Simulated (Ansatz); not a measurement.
The system is RuS.

```
Ru S
1.0
     0.00000    2.54676    2.54676
     2.54676    0.00000    2.54676
     2.54676    2.54676    0.00000
Ru S
1 1
Direct
  0.50000 0.50000 0.50000
  0.00000 0.00000 0.00000
```

The cell comes from a database or a generator and needn't be the stable form of this composition.

Program: Ansatz 0.2.0. Alike in all runs: task single point; potentials or basis Ansatz PAW; cell as given; k mesh 6 × 6 × 6; smearing gaussian 0.05 eV.

Q: Order these runs on this cell by their pressure, lowest first.
A. level LDA+U; spin collinear, ferromagnetic start; U Ru d U = 4 eV; fixed moment (μB) 4; cutoff (eV) 420
B. level r2SCAN+U; spin off; U Ru d U = 7 eV; cutoff (eV) 500
C. level LDA+U; spin collinear, random start; U Ru d U = 2 eV; cutoff (eV) 420

A: C (-22.0 GPa), B (0.8 GPa), A (14.9 GPa).

Caveats: the PAW data sets come from PBE, with cores solved anew for the run's functional, which leaves a small shift of forces and pressure; the magnetic or orbital state may not be the lowest (some runs); the total moment is fixed, so each spin has its own Fermi level (some runs); the thresholds are loose for stress (some runs).
